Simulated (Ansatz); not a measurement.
# CH6O2Si (SMILES C[SiH](O)O): levels of theory compared

Wanted: a comparison of 6 runs (B3LYP/6-31G*, PBE0/cc-pVDZ, r2SCAN0/cc-pVDZ, wB97M-V/cc-pVDZ, RPA@PBE/cc-pVDZ, CCSD(T)/cc-pVDZ) of CH6O2Si. 

Program for the calculation: Ansatz 0.2.0.

59 further runs of the same task are left out: 59 set aside as unsound or not needed.

## 1. The molecule

The species is CH6O2Si (10 atoms), meant as a singlet with charge 0. SMILES: `C[SiH](O)O`. One bond was lengthened or shortened from a relaxed shape.

Bond lengths: C1–Si2 1.852 Å, Si2–O3 1.647 Å, Si2–O4 1.646 Å, C1–H5 1.093 Å, C1–H6 1.257 Å, C1–H7 1.092 Å, Si2–H8 1.484 Å, O3–H9 0.958 Å, O4–H10 0.958 Å. Some angles: C1–Si2–O3 105.2°, C1–Si2–O4 112.8°, O3–Si2–O4 112.2°, C1–Si2–H8 113.0°, O3–Si2–H8 110.8°, O4–Si2–H8 103.1°, Si2–C1–H5 111.0°, Si2–C1–H6 110.6°, Si2–C1–H7 110.8°, Si2–O3–H9 117.2°.

## 2. The energy at B3LYP/6-31G(d) (spherical functions) (run 1)

input.yaml

```yaml
crystal:
  periodic: [false, false, false]
  atoms:
    - {symbol: C, position_ang: [-1.208918, 0.326600, -0.285516]}
    - {symbol: Si, position_ang: [0.601582, 0.158800, 0.067684]}
    - {symbol: O, position_ang: [0.734482, -1.177200, 1.021684]}
    - {symbol: O, position_ang: [1.509082, 0.037300, -1.300716]}
    - {symbol: H, position_ang: [-1.597018, -0.571000, -0.774716]}
    - {symbol: H, position_ang: [-1.853400, 0.489100, 0.780800]}
    - {symbol: H, position_ang: [-1.400318, 1.182600, -0.936516]}
    - {symbol: H, position_ang: [1.172682, 1.348700, 0.745584]}
    - {symbol: H, position_ang: [1.605582, -1.388100, 1.360684]}
    - {symbol: H, position_ang: [1.276182, -0.648800, -1.928016]}
basis:
  gaussian: {orbitals: 6-31G_st_-spherical.json}
hamiltonian: {xc: {name: B3LYP}}
accuracy: high
output: {orbitals: {seedname: orbitals}}
```

The basis set 6-31G* is read from a file made from the Basis Set Exchange's data (not shown).

Launch:

```sh
$ ansatz run input.yaml --threads 1 --pin off --max-ram 3480MiB --events-out events.jsonl --progress --plain --runs-dir runs
```

Log:

```text
Warning: RAYON_NUM_THREADS=1 ignored (pool sized by the plan → 1); use --threads N
Functional definition: B3LYP
  name "B3LYP"
  parameter a0 = 0.2
  parameter ax = 0.72
  parameter ac = 0.81
  exchange = (1 - a0 - ax)*slater_x + ax*b88_x + a0*exact_x
  correlation = (1 - ac)*vwn_rpa_c + ac*lyp_c
1689 factors; integrals over basis functions are off by at most 4.0e-9 eV
mean field evaluation 1: about -13097.6177 eV, gradient 7.6e1 eV
mean field evaluation 2: about -13085.5064 eV, gradient 1.1e2 eV
mean field evaluation 4: about -13108.3305 eV, gradient 3.9e0 eV
mean field evaluation 8: about -13108.5587 eV, gradient 1.9e-1 eV
mean field evaluation 16: about -13108.5588 eV, gradient 2.7e-5 eV
mean field -13108.55879538 eV, -481.7306504298 hartree, gradient 6.2e-8 eV, S^2 0.000000; 0 other end points of the search recorded, 0 dependent functions left out
reference -13108.55883407 eV, -481.7306518517 hartree; 21, 21 occupied and 51, 51 virtual orbitals, 1689 factors
Total energy: -13108.55883407 eV, -481.7306518517 hartree
```

Run time: 6.9 s. Hardware: 1 thread of Arm Neoverse V2, shared host; peak memory 0.23 GiB.

## 3. A single-point energy at PBE0/cc-pVDZ (run 2)

job.yaml

```yaml
crystal:
  periodic: [false, false, false]
  atoms:
    - {symbol: C, position_ang: [-1.208918, 0.326600, -0.285516]}
    - {symbol: Si, position_ang: [0.601582, 0.158800, 0.067684]}
    - {symbol: O, position_ang: [0.734482, -1.177200, 1.021684]}
    - {symbol: O, position_ang: [1.509082, 0.037300, -1.300716]}
    - {symbol: H, position_ang: [-1.597018, -0.571000, -0.774716]}
    - {symbol: H, position_ang: [-1.853400, 0.489100, 0.780800]}
    - {symbol: H, position_ang: [-1.400318, 1.182600, -0.936516]}
    - {symbol: H, position_ang: [1.172682, 1.348700, 0.745584]}
    - {symbol: H, position_ang: [1.605582, -1.388100, 1.360684]}
    - {symbol: H, position_ang: [1.276182, -0.648800, -1.928016]}
basis:
  gaussian:
    orbitals: cc-pVDZ
hamiltonian:
  xc: pbe0
accuracy: high
output:
  orbitals: {seedname: orbitals}
```

Launch:

```sh
$ ansatz run job.yaml --threads 1 --pin off --max-ram 3480MiB --events-out events.jsonl --progress --plain --runs-dir runs
```

Log:

```text
Warning: RAYON_NUM_THREADS=1 ignored (pool sized by the plan → 1); use --threads N
Functional definition: PBE0
  name "PBE0"
  parameter a = 0.25
  parameter kappa = 0.804
  parameter beta = 0.06672455060314922
  exchange = (1 - a)*pbe_x(kappa = kappa, mu = beta*pi^2/3) + a*exact_x
  correlation = pbe_c(beta = beta)
2104 factors; integrals over basis functions are off by at most 3.5e-9 eV
mean field evaluation 1: about -13090.4260 eV, gradient 7.0e1 eV
mean field evaluation 2: about -13083.5694 eV, gradient 9.2e1 eV
mean field evaluation 4: about -13099.5213 eV, gradient 2.8e0 eV
mean field evaluation 8: about -13099.7444 eV, gradient 1.8e-1 eV
mean field evaluation 16: about -13099.7445 eV, gradient 3.2e-5 eV
mean field -13099.74446299 eV, -481.4067296891 hartree, gradient 1.0e-8 eV, S^2 0.000000; 0 other end points of the search recorded, 0 dependent functions left out
reference -13099.74446560 eV, -481.4067297850 hartree; 21, 21 occupied and 69, 69 virtual orbitals, 2104 factors
Total energy: -13099.74446560 eV, -481.4067297850 hartree
```

Wall time 9.6 s (1 thread of Arm Neoverse V2, shared host); peak memory 0.31 GiB.

Runs 3 to 5 aren't shown in full; the table further down has their settings and results.

## 4. A single-point energy at CCSD(T)/cc-pVDZ (run 6)

Edit input.yaml of step 2 so:

```diff
@@ -1 +1,4 @@
+basis:
+  gaussian:
+    orbitals: cc-pVDZ
 crystal:
@@ -13,6 +16,8 @@
     - {symbol: H, position_ang: [1.276182, -0.648800, -1.928016]}
-basis:
-  gaussian: {orbitals: 6-31G_st_-spherical.json}
-hamiltonian: {xc: {name: B3LYP}}
+total_charge: 0
+correlation:
+  method: ccsd_t
+  frozen_orbitals: {C: 1, H: 0, O: 1, Si: 5}
 accuracy: high
-output: {orbitals: {seedname: orbitals}}
+scf:
+  omitted_lower_state_checks: [cluster_reference, increment]
```

Launch:

```sh
$ ansatz run input.yaml --threads 1 --pin off --max-ram 3480MiB --events-out events.jsonl --progress --plain --runs-dir runs
```

Log, cut to the lines that bear on the results:

```text
Warning: RAYON_NUM_THREADS=1 ignored (pool sized by the plan → 1); use --threads N
Functional definition: HF
  name "HF"
[...]
2104 factors; integrals over basis functions are off by at most 3.5e-9 eV
[...]
mean field -13064.54183452 eV, -480.1130569542 hartree, gradient 3.9e-8 eV, S^2 0.000000; 0 other end points of the search recorded, 0 dependent functions left out
8 core orbitals not correlated: weight in the atoms' cores, before any rotation towards them, 1.000 or more for the frozen orbitals, at most 0.000 for the correlated occupied ones
reference -13064.54183452 eV, -480.1130569542 hartree; 13, 13 occupied and 69, 69 virtual orbitals, 2104 factors
second order -16.94375867 eV of doubles, -0.00000000 eV of singles
cycle   1  -17.47844784 eV  change   -5.3e-1 eV  update   8.8e-2
[...]
cycle  20  -17.98272921 eV  change    1.8e-9 eV  update   2.1e-9
perturbative correction -0.40619543 eV, -0.0149274066 hartree
Total energy: -13082.93075916 eV, -480.7888374701 hartree
Checks for a lower state left out: cluster_reference, increment
```

It took 28 s on 1 thread of Arm Neoverse V2, shared host; peak memory 0.57 GiB.

## 5. Overview of the runs

| run | level | frozen core orbitals | energy (Eh) | HOMO energy (eV) | LUMO energy (eV) | HOMO–LUMO gap (eV) | wall time |
| --- | --- | --- | --- | --- | --- | --- | --- |
| 1 | B3LYP/6-31G* (spherical functions) | – | -481.730652 | -8.03 | 1.25 | 9.28 | 6.9 s |
| 2 | PBE0/cc-pVDZ | – | -481.406730 | -8.30 | 1.36 | 9.66 | 9.6 s |
| 3 | r2SCAN0/cc-pVDZ | – | -481.588897 | -8.56 | 1.79 | 10.35 | 18 s |
| 4 | wB97M-V/cc-pVDZ | – | -481.644938 | -10.57 | 3.07 | 13.64 | 76 s |
| 5 | RPA@PBE/cc-pVDZ | 8 | -481.064712 | – | – | – | 14 s |
| 6 | CCSD(T)/cc-pVDZ | 8 | -480.788837 | – | – | – | 28 s |

## 6. What came out

```
                                          quantity          value
                               run 6: total energy  -480.78884 Eh
run 6: correlation energy (8 core orbitals frozen)     -675.8 mEh
                             run 6: (T) correction     -14.93 mEh
                              run 6: T1 diagnostic          0.011
```

**Reading.** Over runs 1, 2, 3, 4 the HOMO–LUMO gap runs from 9.28 eV (B3LYP/6-31G*) to 13.64 eV (wB97M-V/cc-pVDZ). The two ends differ in method and basis. Totals of different functionals can't be ranked against each other. All runs together took 2.5 min, the longest 76 s.
